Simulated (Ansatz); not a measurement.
**In3F: what a guessed cell relaxes into**

Aim: relax a trial structure of In3F and see where it ends.

Method: DFT PBE, scalar-relativistic, plane waves, PAW, in Ansatz 0.2.0.

### Step 1. The structure to begin with

The structure is cubic, space group Im-3m (No. 229). The conventional cell has a = 5.681 Å, b = 5.681 Å, c = 5.681 Å, α = 90.00°, β = 90.00°, γ = 90.00°. Around In (site symmetry 4/mmm) lie 4 In at 2.84 Å and 2 F at 2.84 Å. Around F (site symmetry m-3m) lie 6 In at 2.84 Å.

Structure file:

```cif
data_structure
_symmetry_space_group_name_H-M 'Im-3m'
_symmetry_Int_Tables_number 229
_cell_length_a 5.6805
_cell_length_b 5.6805
_cell_length_c 5.6805
_cell_angle_alpha 90.000
_cell_angle_beta 90.000
_cell_angle_gamma 90.000
_cell_volume 183.30
loop_
_atom_site_label
_atom_site_type_symbol
_atom_site_symmetry_multiplicity
_atom_site_Wyckoff_symbol
_atom_site_fract_x
_atom_site_fract_y
_atom_site_fract_z
_atom_site_occupancy
In1 In 6 b 0.50000 0.00000 0.00000 1
F1 F 2 a 0.00000 0.00000 0.00000 1
```

The cell is invented: random cell by space group and Wyckoff sites (Im-3m, No. 229). Lengths come from tabulated atomic sizes and are only a guess.

### Step 2. A first look at the guess

File input.yaml:

```yaml
crystal:
  lattice:
    - [-2.84027279, 2.84027279, 2.84027279]
    - [2.84027279, -2.84027279, 2.84027279]
    - [2.84027279, 2.84027279, -2.84027279]
  atoms:
    - { symbol: In, position: [0.0, 0.5, 0.5] }
    - { symbol: In, position: [0.5, 0.0, 0.5] }
    - { symbol: In, position: [0.5, 0.5, 0.0] }
    - { symbol: F, position: [0.0, 0.0, 0.0] }
basis:
  ecutwfc: 420
kpoints:
  mp_grid: { grid: [4, 4, 4] }
hamiltonian:
  xc: pbe
scf:
  occupations: { method: gaussian, width: 0.1 }
  lower_state_search: "off"
output:
  forces: true
  stress: true
  eigenvalues: true
```

Command:

```console
ansatz run input.yaml --threads 1 --pin off --max-ram 2048MiB --backend cpu --events-out ev --progress --plain --runs-dir out
```

Log (excerpt; [...] marks lines left out):

```text
[...]
SCF converged after 6 iterations
Free energy (F): -17601.762870 eV
[...]
E sigma→0 (E₀):  -17601.757386 eV
Entropy (-TS):   -0.010967 eV (-2.742 meV/atom)
Fermi energy:    9.231084 eV
[...]
--- Forces (eV/Å), atoms counted from 1 ---
  atom   1  In     0.00000000    -0.00000000     0.00000000
  atom   2  In     0.00000000     0.00000000     0.00000000
  atom   3  In     0.00000000    -0.00000000    -0.00000000
  atom   4  F     -0.00000000    -0.00000000     0.00000000
[...]
--- Stress (GPa, compression-positive) ---
        3.102435       0.000000      -0.000000
        0.000000       3.102435       0.000000
        0.000000       0.000000       3.102435
  P = ⅓ Tr σ = 3.1024 GPa (31.024 kbar)
--- Band table (eV; the first three rows and the last of 8) ---
  k-point 0: bands = ["-13.7174", "-6.4226", "-6.4226", "-6.1181", "-6.1181", "-6.1181", "-6.0505", "-5.6974", "-5.6974", "-5.6974", "-5.4802", "-5.4802", "-5.4802", "-5.4737", "-5.4737", "-5.0353", "0.2737", "4.3907", "4.3907", "4.3907", "8.2618", "8.2618", "8.2618", "8.5177", "8.5177", [...]
[...]
```

Run time: 2 s. Hardware: 1 thread of Intel Xeon Platinum 8488C (Sapphire Rapids), shared host; peak memory 0.39 GiB.

From the probe: pressure 3.1 GPa, largest force 0.00 eV/Å, gap on this mesh none (metal). A cheap, loose relaxation comes first.

### Step 3. A loose first relaxation

input.yaml, as its differences from that of step 2:

```diff
@@ -23 +23,6 @@
   eigenvalues: true
+relax:
+  adjacent_minimum: "off"
+  f_tol: 0.04
+  max_steps: 70
+  cell: { stress_tol: 0.4 }
```

Command:

```console
ansatz run input.yaml --threads 1 --pin off --max-ram 2048MiB --backend cpu --events-out ev --progress --plain --runs-dir out
```

Log:

```text
Warning: RAYON_NUM_THREADS=1 ignored (pool sized by the plan → 1); use --threads N
Engine: ansatz 0.2.0, x86_64-unknown-linux-gnu
Pseudopotentials: kind: paw
Pseudopotential: In, paw, valence charge 13, recommended cutoff 420 eV (normal), In.paw.azcp
Pseudopotential: F, paw, valence charge 7, recommended cutoff 420 eV (normal), F.paw.azcp
Functional definition: PBE
  parameter kappa = 0.804
  parameter beta = 0.06672455060314922
  exchange = pbe_x(kappa = kappa, mu = beta*pi^2/3)
  correlation = pbe_c(beta = beta)
Crystal: 4 atoms, lattice volume = 91.652 Å³
Basis set: ecut = 420 eV, 1865 PW (Γ), exchange–correlation on 72×72×72 points (8 copies of the dense FFT grid, shifted against one another)
Bands: 28, of which v1, the nominal top of the filled ones, is band 23 counted from 1 (22 counted from 0)
Symmetry: 48 space group operations
Space group: Im-3m (ITA 229), of the structure as read, at distance tolerance 4.5e-5 Å
k-points: 8 of 64
Non-local potential: In, projectors of the file, l = 0: 2, l = 1: 2, l = 2: 2, l = 3: 2
Non-local potential: F, projectors of the file, l = 0: 2, l = 1: 2, l = 2: 1
PAW form: soft (Blöchl's): semilocal exchange-correlation on the pseudo side does not see the compensation charge
PAW one-centre angular grid: In, 590 points (default); XC on 64 Gauss nodes
PAW one-centre angular grid: F, 110 points (default); XC on 64 Gauss nodes
Initial density: superposition of atomic densities (neutral atoms: chi_scale 0, normalization atom), corrected by the library's trained network
Initial wavefunctions: pseudopotential atomic-orbital guess
Functional: x = pbe(κ = 0.804, μ = 0.2195149727645171), c = pbe(β = 0.06672455060314922)
SCF iter   1: F=—  HF=-17601.764188 eV  |F-HF|=—  |Δ(HF+E_count)|=         —  Δρ=2.39e-3  dr2=6.33e-3  ethr=1.77e-3  ⟨swp⟩=5.8  Hψ=925  notcnv=0
preconditioner: auto → Resta (q_TF=auto, 2.432 Å⁻¹)  ε∞=4.1  [insulator: Δε(μ)=0.717 eV  Ē_g=14.994 eV  σ=0.100 eV  W_gap=0.88  n_scr=18 (ndim 8)  ℏωp=26.3 eV  f_vac=0.000  D(μ)=2.20/eV (n_scr^D=12)  ε∞_Penn≈4.1]
SCF iter   2: F=—  HF=-17601.763041 eV  |F-HF|=—  |Δ(HF+E_count)|=   1.15e-3  Δρ=1.11e-3  dr2=1.55e-3  ethr=1.38e-5  ⟨swp⟩=2.0  Hψ=357  notcnv=0
SCF iter   3: F=—  HF=-17601.762882 eV  |F-HF|=—  |Δ(HF+E_count)|=   1.59e-4  Δρ=2.87e-4  dr2=7.98e-5  ethr=3.37e-6  ⟨swp⟩=2.9  Hψ=425  notcnv=0
SCF iter   4: F=—  HF=-17601.762871 eV  |F-HF|=—  |Δ(HF+E_count)|=   1.04e-5  Δρ=7.97e-5  dr2=5.72e-6  ethr=1.73e-7  ⟨swp⟩=2.0  Hψ=386  notcnv=0
SCF iter   5: F=—  HF=-17601.762870 eV  |F-HF|=—  |Δ(HF+E_count)|=   1.37e-6  Δρ=2.38e-5  dr2=4.07e-7  ethr=1.24e-8  ⟨swp⟩=2.0  Hψ=395  notcnv=0
SCF iter   6: F=-17601.762870 eV  HF=-17601.762870 eV  |F-HF|=6.40e-10  |Δ(HF+E_count)|=   2.79e-7  Δρ=4.27e-6  dr2=1.57e-8  ethr=2.17e-10  ⟨swp⟩=6.8  Hψ=893  notcnv=0
SCF 1 converged in 6 iterations: F = -17601.762870 eV  dr2 = 1.57e-8
relax step   1: F+E_penalty+E_count = -17601.76286999 eV  Δ(F+E_penalty+E_count) = +0.000e0 eV  max|allowed force component| = 2.050e-29 eV/Å  Δτ_max = 0.0000 Å  P = +3.102 GPa  Ω = 91.652 Å³  (6 SCF iters, dr2 threshold 1.00e-7 eV, accepted)
Crystal: 4 atoms, lattice volume = 102.455 Å³
Basis set: ecut = 420 eV, 1985 PW (Γ), exchange–correlation on 72×72×72 points (8 copies of the dense FFT grid, shifted against one another)
Initial density: handed on by an earlier stage of this run
Initial wavefunctions: those handed on with the density
iter 1 solved again at ethr=8.41e-4 eV; its pass at ethr=3.10e-3 eV (dr2=3.87e-1 eV) is discarded
SCF iter   1: F=—  HF=-17601.899153 eV  |F-HF|=—  |Δ(HF+E_count)|=         —  Δρ=1.63e-2  dr2=3.87e-1  ethr=8.41e-4  ⟨swp⟩=1.0  Hψ=1328  notcnv=0
preconditioner: auto → Resta (q_TF=auto, 2.387 Å⁻¹)  ε∞=3.9  [insulator: Δε(μ)=0.457 eV  Ē_g=14.615 eV  σ=0.100 eV  W_gap=0.92  n_scr=18 (ndim 8)  ℏωp=24.9 eV  f_vac=0.000  D(μ)=1.63/eV (n_scr^D=12)  ε∞_Penn≈3.9]
SCF iter   2: F=—  HF=-17601.810657 eV  |F-HF|=—  |Δ(HF+E_count)|=   8.85e-2  Δρ=1.06e-2  dr2=6.19e-2  ethr=8.40e-4  ⟨swp⟩=2.0  Hψ=443  notcnv=0
SCF iter   3: F=—  HF=-17601.795859 eV  |F-HF|=—  |Δ(HF+E_count)|=   1.48e-2  Δρ=3.16e-3  dr2=2.22e-2  ethr=1.35e-4  ⟨swp⟩=2.0  Hψ=494  notcnv=0
SCF iter   4: F=—  HF=-17601.786753 eV  |F-HF|=—  |Δ(HF+E_count)|=   9.11e-3  Δρ=1.05e-3  dr2=1.25e-3  ethr=4.83e-5  ⟨swp⟩=2.1  Hψ=279  notcnv=0
SCF iter   5: F=—  HF=-17601.786515 eV  |F-HF|=—  |Δ(HF+E_count)|=   2.38e-4  Δρ=1.50e-4  dr2=6.24e-5  ethr=2.71e-6  ⟨swp⟩=2.0  Hψ=416  notcnv=0
SCF iter   6: F=—  HF=-17601.786517 eV  |F-HF|=—  |Δ(HF+E_count)|=   1.72e-6  Δρ=1.41e-5  dr2=2.30e-7  ethr=8.70e-10  ⟨swp⟩=7.0  Hψ=1177  notcnv=0
SCF iter   7: F=-17601.786517 eV  HF=-17601.786517 eV  |F-HF|=8.73e-11  |Δ(HF+E_count)|=   3.88e-7  Δρ=2.34e-6  dr2=6.29e-9  ethr=4.99e-10  ⟨swp⟩=2.5  Hψ=820  notcnv=0
SCF 2 converged in 7 iterations: F = -17601.786517 eV  dr2 = 6.29e-9
relax step   2: F+E_penalty+E_count = -17601.78651747 eV  Δ(F+E_penalty+E_count) = -2.365e-2 eV  max|allowed force component| = 1.042e-28 eV/Å  Δτ_max = 0.0000 Å  P = -1.629 GPa  Ω = 102.455 Å³  energy of the carried Pulay correction = -1.160e-2 eV  (7 SCF iters, dr2 threshold 4.00e-7 eV, accepted)
Crystal: 4 atoms, lattice volume = 98.459 Å³
Basis set: ecut = 420 eV, 1961 PW (Γ), exchange–correlation on 72×72×72 points (8 copies of the dense FFT grid, shifted against one another)
iter 1 solved again at ethr=1.13e-4 eV; its pass at ethr=3.10e-3 eV (dr2=5.18e-2 eV) is discarded
SCF iter   1: F=—  HF=-17601.826604 eV  |F-HF|=—  |Δ(HF+E_count)|=         —  Δρ=6.21e-3  dr2=5.17e-2  ethr=1.13e-4  ⟨swp⟩=1.0  Hψ=1304  notcnv=0
preconditioner: auto → Resta (q_TF=auto, 2.403 Å⁻¹)  ε∞=4.0  [insulator: Δε(μ)=0.196 eV  Ē_g=14.684 eV  σ=0.100 eV  W_gap=0.83  n_scr=18 (ndim 8)  ℏωp=25.4 eV  f_vac=0.000  D(μ)=1.74/eV (n_scr^D=12)  ε∞_Penn≈4.0]
SCF iter   2: F=—  HF=-17601.817525 eV  |F-HF|=—  |Δ(HF+E_count)|=   9.08e-3  Δρ=2.28e-3  dr2=1.23e-2  ethr=1.12e-4  ⟨swp⟩=1.9  Hψ=239  notcnv=0
SCF iter   3: F=—  HF=-17601.813776 eV  |F-HF|=—  |Δ(HF+E_count)|=   3.75e-3  Δρ=6.08e-4  dr2=1.28e-3  ethr=2.68e-5  ⟨swp⟩=1.6  Hψ=234  notcnv=0
SCF iter   4: F=—  HF=-17601.813329 eV  |F-HF|=—  |Δ(HF+E_count)|=   4.47e-4  Δρ=1.68e-4  dr2=2.28e-5  ethr=2.79e-6  ⟨swp⟩=2.0  Hψ=296  notcnv=0
SCF iter   5: F=—  HF=-17601.813364 eV  |F-HF|=—  |Δ(HF+E_count)|=   3.53e-5  Δρ=2.27e-5  dr2=3.98e-7  ethr=4.96e-8  ⟨swp⟩=2.0  Hψ=419  notcnv=0
SCF iter   6: F=-17601.813364 eV  HF=-17601.813364 eV  |F-HF|=1.17e-8  |Δ(HF+E_count)|=   2.45e-7  Δρ=7.65e-6  dr2=3.55e-8  ethr=8.66e-10  ⟨swp⟩=3.4  Hψ=914  notcnv=0
SCF 3 converged in 6 iterations: F = -17601.813364 eV  dr2 = 3.55e-8
relax step   3: F+E_penalty+E_count = -17601.81336415 eV  Δ(F+E_penalty+E_count) = -2.685e-2 eV  max|allowed force component| = 2.170e-29 eV/Å  Δτ_max = 0.0000 Å  P = -0.144 GPa  Ω = 98.459 Å³  energy of the carried Pulay correction = -7.461e-3 eV  (6 SCF iters, dr2 threshold 4.00e-7 eV, accepted)
Initial wavefunctions: pseudopotential atomic-orbital guess (no wavefunctions were taken with the density)
iter 1 solved again at ethr=1.98e-7 eV; its pass at ethr=3.10e-3 eV (dr2=9.09e-5 eV) is discarded
SCF iter   1: F=—  HF=-17601.824131 eV  |F-HF|=—  |Δ(HF+E_count)|=         —  Δρ=5.09e-4  dr2=4.12e-5  ethr=1.98e-7  ⟨swp⟩=2.8  Hψ=1470  notcnv=0
preconditioner: auto → Resta (q_TF=auto, 2.403 Å⁻¹)  ε∞=4.0  [insulator: Δε(μ)=0.221 eV  Ē_g=14.702 eV  σ=0.100 eV  W_gap=0.88  n_scr=18 (ndim 8)  ℏωp=25.4 eV  f_vac=0.000  D(μ)=1.69/eV (n_scr^D=12)  ε∞_Penn≈4.0]
SCF iter   2: F=—  HF=-17601.824189 eV  |F-HF|=—  |Δ(HF+E_count)|=   5.78e-5  Δρ=2.15e-4  dr2=5.86e-6  ethr=8.96e-8  ⟨swp⟩=2.0  Hψ=399  notcnv=0
SCF iter   3: F=—  HF=-17601.824218 eV  |F-HF|=—  |Δ(HF+E_count)|=   2.89e-5  Δρ=4.92e-5  dr2=5.20e-7  ethr=1.27e-8  ⟨swp⟩=2.0  Hψ=399  notcnv=0
SCF iter   4: F=—  HF=-17601.824222 eV  |F-HF|=—  |Δ(HF+E_count)|=   4.38e-6  Δρ=9.63e-7  dr2=5.24e-10  ethr=1.13e-9  ⟨swp⟩=2.0  Hψ=402  notcnv=0
iter 5 did not close the SCF: its close was put off for the readings that it lacked (scf_convergence_deferred on its scf_iter line)
SCF iter   5: F=-17601.824222 eV  HF=-17601.824222 eV  |F-HF|=4.73e-11  |Δ(HF+E_count)|=   1.47e-9  Δρ=1.98e-7  dr2=5.47e-11  ethr=1.14e-12  ⟨swp⟩=2.2  Hψ=325  notcnv=0
SCF iter   6: F=-17601.824222 eV  HF=-17601.824222 eV  |F-HF|=7.28e-12  |Δ(HF+E_count)|=  3.27e-11  Δρ=5.79e-8  dr2=4.13e-12  ethr=1.00e-12  ⟨swp⟩=2.0  Hψ=537  notcnv=0
SCF 4 converged in 6 iterations: F = -17601.824222 eV  dr2 = 4.13e-12
relax step   4: F+E_penalty+E_count = -17601.82422242 eV  Δ(F+E_penalty+E_count) = -1.086e-2 eV  max|allowed force component| = 2.219e-29 eV/Å  Δτ_max = 0.0000 Å  P = +0.013 GPa  Ω = 98.459 Å³  stress off target by 1.35e-2 GPa  SCF on the basis re-selected at this cell (its energy is not comparable with the rows above)  (6 SCF iters)
basis re-selected at this cell: Δ(F+E_penalty+E_count) = -1.086e-2 eV, ΔP = +0.157 GPa vs the last step (what re-selecting the basis moved, of the pressure what is left beyond the Pulay correction that the steps carried, after the strain that the cell walked since its last selection, with what the two solves' SCF thresholds leave and, on support functions, any second-order correction that the steps lacked; it is no measure of the basis error at this ecutwfc). This SCF's stress stands 1.35e-2 GPa from its target on what of the cell is left free (relax.cell.stress_tol is 4.00e-1 GPa) and its largest allowed force component is 2.22e-29 eV/Å (relax.f_tol is 4.00e-2 eV/Å): within both
SCF converged after 6 iterations
Free energy (F): -17601.824222 eV
Harris-Foulkes:  -17601.824222 eV  (|F-HF|=7.28e-12)
Internal energy: -17601.815781 eV  (E = F + TS)
E sigma→0 (E₀):  -17601.820002 eV
Entropy (-TS):   -0.008441 eV (-2.110 meV/atom)
Fermi energy:    8.263134 eV
--- Per-component energies (eV) ---
  E_band       = -171.766474
  E_kinetic    = 928.584609
  E_local      = -4100.911186  (includes V_loc(G=0)·N_el)
  E_nonlocal   = 1171.474695
  E_hartree    = 1596.680396
  E_xc         = -726.634511
  E_vxc        = -400.651961  (∫ρ·V_xc dr)
  E_paw        = -12657.156725  (= ΣΔE_a)
  E_vpaw       = -963.625602  (= ΣTr[D̂ρ^β])
  E_aug_tail   = 0.002129  (compensation charges beyond the density's cutoff)
  E_ewald      = -3813.855188
  E_smearing   = -0.008441  (= −TS)
  E_closure    = 0.000000  (closes the sum)
  Σ components = -17601.824222   (vs F -17601.824222, Δ=0.00e0)
--- Forces (eV/Å), atoms counted from 1 ---
  atom   1  In     0.00000000    -0.00000000     0.00000000
  atom   2  In     0.00000000    -0.00000000     0.00000000
  atom   3  In     0.00000000    -0.00000000    -0.00000000
  atom   4  F     -0.00000000     0.00000000     0.00000000
  max |Σ_I F_I| component: 7.93e-29 eV/Å
--- Stress (GPa, compression-positive) ---
        0.013479      -0.000000       0.000000
        0.000000       0.013479       0.000000
       -0.000000      -0.000000       0.013479
  P = ⅓ Tr σ = 0.0135 GPa (0.135 kbar)
--- Band table (eV; the first three rows and the last of 8) ---
  k-point 0: bands = ["-14.2856", "-7.1926", "-7.1926", "-6.9288", "-6.9288", "-6.9288", "-6.8808", "-6.5887", "-6.5887", "-6.5887", "-6.4023", "-6.4023", "-6.4023", "-6.3936", "-6.3936", "-6.0201", "-0.3013", "3.8399", "3.8399", "3.8399", "7.2316", "7.2316", "7.4015", "7.4015", "7.4015", "11.7105", "11.7105", "11.7105"]
  k-point 1: bands = ["-14.2812", "-7.1540", "-7.0541", "-6.8863", "-6.8757", "-6.8455", "-6.8296", "-6.6084", "-6.6083", "-6.6080", "-6.4746", "-6.4694", "-6.4429", "-6.4319", "-6.4280", "-6.1574", "0.0851", "3.6864", "3.7643", "3.8067", "4.7589", "6.1626", "7.0164", "9.4755", "9.9281", "10.4434", "10.8890", "12.0589"]
  k-point 2: bands = ["-14.2768", "-7.1217", "-6.8282", "-6.7971", "-6.7128", "-6.7118", "-6.6770", "-6.6638", "-6.6590", "-6.6560", "-6.6435", "-6.6286", "-6.6266", "-6.4608", "-6.4515", "-6.2765", "0.8795", "2.2738", "3.6481", "3.7731", "4.7181", "5.9919", "6.7039", "9.1329", "10.5184", "10.6501", "12.2914", "13.4104"]
  k-point 7: bands = ["-14.2810", "-7.2565", "-6.9940", "-6.9940", "-6.8756", "-6.8756", "-6.8756", "-6.6272", "-6.6272", "-6.6272", "-6.4901", "-6.3951", "-6.3951", "-6.3951", "-6.2045", "-6.2045", "2.6060", "2.6060", "3.3614", "3.3614", "3.3614", "6.3221", "6.3221", "6.3221", "8.1392", "13.3470", "13.3470", "13.3470"]
--- Relaxed structure (3 steps of the walk, 3 accepted, 1 SCFs on fresh bases) ---
  F+E_penalty+E_count = -17601.82422242 eV   max|allowed force component| = 2.219e-29 eV/Å   (the final SCF, on the basis selected at the relaxed cell)
  cell:  # Å, volume = 98.4593 Å³
    - [-2.908923577718222, 2.908923577718222, 2.908923577718222]
    - [2.908923577718222, -2.908923577718222, 2.908923577718222]
    - [2.908923577718222, 2.908923577718222, -2.908923577718222]
  atoms:
    - { symbol: In, position: [-1.8022912009289579e-34, 0.5, 0.5] }
    - { symbol: In, position: [0.5, -2.14565076335179e-34, 0.5] }
    - { symbol: In, position: [0.5, 0.5, -1.4433976258921203e-34] }
    - { symbol: F, position: [-1.2360819025580945e-36, 5.235689773294277e-35, 5.571197718334975e-35] }
```

Wall time 8.6 s (1 thread of Intel Xeon Platinum 8488C (Sapphire Rapids), shared host); peak memory 0.41 GiB.

Relaxation path:

```csv
step,energy from step 1 (eV/cell),largest force component (eV/Å),pressure (GPa),volume (Å³)
1,0.0000,0.0000,3.10,91.65
2,-0.0236,0.0000,-1.63,102.46
3,-0.0505,0.0000,-0.14,98.46
4,-0.0614,0.0000,0.01,98.46
```

Step 1 is the start. Step 4 repeats the geometry before it on a plane-wave basis chosen anew for that cell, so its energy need not be comparable with the rows above.

Lengths and angles in the start's conventional setting:

|  | before | after | change |
| --- | --- | --- | --- |
| a (Å) | 5.681 | 5.818 | +2.4 % |
| b (Å) | 5.681 | 5.818 | +2.4 % |
| c (Å) | 5.681 | 5.818 | +2.4 % |
| volume (Å³/atom) | 22.91 | 24.61 | +7.4 % |
| shortest distance (Å) | 2.840 | 2.909 | +2.4 % |
| space group (0.01 Å) | Im-3m | Im-3m | same |

The run keeps the 48 symmetry operations of the start, so it could not have lowered the symmetry.

### Step 4. Relaxation on the finer mesh

The end of the coarse run is made exact in the group found at a tolerance of 0.06 Å and reduced to its primitive cell.

File input.yaml:

```yaml
crystal:
  lattice:
    - [-2.9089235777, 2.9089235777, 2.9089235777]
    - [2.9089235777, -2.9089235777, 2.9089235777]
    - [2.9089235777, 2.9089235777, -2.9089235777]
  atoms:
    - { symbol: In, position: [0.0, 0.5, 0.5] }
    - { symbol: In, position: [0.5, 0.0, 0.5] }
    - { symbol: In, position: [0.5, 0.5, 0.0] }
    - { symbol: F, position: [0.0, 0.0, 0.0] }
basis:
  ecutwfc: 420
kpoints:
  mp_grid: { grid: [12, 12, 12] }
hamiltonian:
  xc: pbe
scf:
  occupations: { method: gaussian, width: 0.1 }
output:
  forces: true
  stress: true
  eigenvalues: true
relax:
  adjacent_minimum: "off"
  f_tol: 0.01
  max_steps: 80
  cell: { stress_tol: 0.05 }
```

Command:

```console
ansatz run input.yaml --threads 1 --pin off --max-ram 2048MiB --backend cpu --events-out ev --progress --plain --runs-dir out
```

Log (excerpt; [...] marks lines left out):

```text
Warning: RAYON_NUM_THREADS=1 ignored (pool sized by the plan → 1); use --threads N
[...]
[... 4 set-up lines as earlier in the session ...]
[...]
Crystal: 4 atoms, lattice volume = 98.459 Å³
Basis set: ecut = 420 eV, 1961 PW (Γ), exchange–correlation on 72×72×72 points (8 copies of the dense FFT grid, shifted against one another)
Bands: 28, of which v1, the nominal top of the filled ones, is band 23 counted from 1 (22 counted from 0)
[... 1 set-up line as earlier in the session ...]
Space group: Im-3m (ITA 229), of the structure as read, at distance tolerance 4.6e-5 Å
k-points: 72 of 1728
[...]
SCF iter   1: F=—  HF=-17601.754314 eV  |F-HF|=—  |Δ(HF+E_count)|=         —  Δρ=2.25e-3  dr2=5.09e-3  ethr=1.77e-3  ⟨swp⟩=6.2  Hψ=8687  notcnv=0
[...]
--- Stress (GPa, compression-positive) ---
       -0.013707      -0.000000       0.000000
       -0.000000      -0.013707      -0.000000
        0.000000      -0.000000      -0.013707
  P = ⅓ Tr σ = -0.0137 GPa (-0.137 kbar)
--- Band table (eV; the first three rows and the last of 72) ---
[... band rows left out ...]
[...]
--- Relaxed structure (3 steps of the walk, 3 accepted, 1 SCFs on fresh bases) ---
  F+E_penalty+E_count = -17601.75464336 eV   max|allowed force component| = 2.178e-29 eV/Å   (the final SCF, on the basis selected at the relaxed cell)
  cell:  # Å, volume = 97.6533 Å³
    - [-2.9009636243158448, 2.9009636243158448, 2.9009636243158448]
    - [2.9009636243158448, -2.9009636243158448, 2.9009636243158448]
    - [2.9009636243158448, 2.9009636243158448, -2.9009636243158448]
  atoms:
    - { symbol: In, position: [-3.008793308729678e-35, 0.5, 0.5] }
    - { symbol: In, position: [0.5, -1.8017233403547042e-35, 0.5] }
    - { symbol: In, position: [0.5, 0.5, -1.640951208893571e-35] }
    - { symbol: F, position: [1.7510975171205085e-37, -4.849193130012572e-37, -4.660613397481308e-37] }
```

Run time: 51 s. Hardware: 1 thread of Intel Xeon Platinum 8488C (Sapphire Rapids), shared host; peak memory 0.53 GiB.

The steps of the relaxation:

```csv
step,E - E(step 1) (eV/cell),largest force component (eV/Å),pressure (GPa),volume (Å³)
1,0.0000,0.0000,-0.30,98.46
2,-0.0018,0.0000,0.10,97.37
3,-0.0016,0.0000,0.00,97.65
4,-0.0008,0.0000,-0.01,97.65
```

Step 1 is the start. Step 4 repeats the geometry before it on a plane-wave basis chosen anew for that cell, so its energy need not be comparable with the rows above.

Lengths and angles in the start's conventional setting:

|  | before | after | change |
| --- | --- | --- | --- |
| a (Å) | 5.818 | 5.802 | -0.3 % |
| b (Å) | 5.818 | 5.802 | -0.3 % |
| c (Å) | 5.818 | 5.802 | -0.3 % |
| volume (Å³/atom) | 24.61 | 24.41 | -0.8 % |
| shortest distance (Å) | 2.909 | 2.901 | -0.3 % |
| space group (0.01 Å) | Im-3m | Im-3m | same |

Forces and stress were held to the start's 48 operations: a distortion of lower symmetry was not tested.

### Step 5. Results

| quantity | value |
| --- | --- |
| symmetry at the end (tolerance 0.05 Å) | space group Im-3m (No. 229) |
| conventional cell | a = 5.802 Å, b = 5.802 Å, c = 5.802 Å, α = 90.00°, β = 90.00°, γ = 90.00° |
| volume | 24.41 Å³/atom |
| energy over the elements (uncorrected; H, N, O, F and Cl as molecules) | -0.66 eV/atom |
| gap on the mesh | none (metal) |

The space group Im-3m (No. 229) is kept, and the volume per atom grows by 6.5 % from the first guess. A negative formation energy is needed for stability but isn't enough; other structures and compounds were not set against it here. No finished test with a distortion of lower symmetry is shown, so the end may be a saddle point. The final runs have no spin polarisation, so no magnetic state was tried and one may lie lower.
